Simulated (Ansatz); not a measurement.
The system is CoSn.

```
CELL_PARAMETERS angstrom
5.24604 0.00000 0.00000
-2.62302 4.54320 0.00000
0.00000 0.00000 4.18759
ATOMIC_POSITIONS crystal
Sn 0.00000 0.00000 0.00000
Sn 0.33333 0.66667 0.50000
Sn 0.66667 0.33333 0.50000
Co 0.50000 0.00000 0.00000
Co 0.50000 0.50000 0.00000
Co 0.00000 0.50000 0.00000
```

The cell is a database's computed one.

Base run:

* Program: Ansatz 0.2.0
* Functional: PBEsol
* Potentials or basis: Ansatz PAW
* Cutoff: 420 eV (not typed: the program's choice for these potentials)
* k mesh: 5 × 5 × 6
* Occupations: fermi-dirac, width 0.05 eV
* Spin: collinear spin, ferromagnetic start
* Starting moments: [0.0, 0.0, 0.0, 1.5, 1.5, 1.5] μB
* Fixed moment: 4.5 μB

Its results: pressure 3.4 GPa; site moments Sn +0.07, +0.03; Co +1.36 μB.

Problem. After a change of settings the same cell gave: pressure 12.4 GPa; site moments Sn +0.21, +0.15; Co +2.00 μB. Which change was it?
A. fixed moment from 4.5 μB to 12 μB; moments at the start from [0.0, 0.0, 0.0, 1.5, 1.5, 1.5] to [0.0, 0.0, 0.0, 4.0, 4.0, 4.0]
B. fixed moment from 4.5 μB to 1.5 μB; moments at the start from [0.0, 0.0, 0.0, 1.5, 1.5, 1.5] to [0.0, 0.0, 0.0, 0.5, 0.5, 0.5]
C. fixed moment from 4.5 μB to 3 μB; moments at the start from [0.0, 0.0, 0.0, 1.5, 1.5, 1.5] to [0.0, 0.0, 0.0, 1.0, 1.0, 1.0]
D. fixed moment from 4.5 μB to 7.5 μB; moments at the start from [0.0, 0.0, 0.0, 1.5, 1.5, 1.5] to [0.0, 0.0, 0.0, 2.5, 2.5, 2.5]

Solution. D.

Caveats: the total moment is fixed, so each spin has its own Fermi level; the PAW data sets come from PBE, with cores solved anew for the run's functional, which leaves a small shift of forces and pressure; the thresholds are loose for stress.
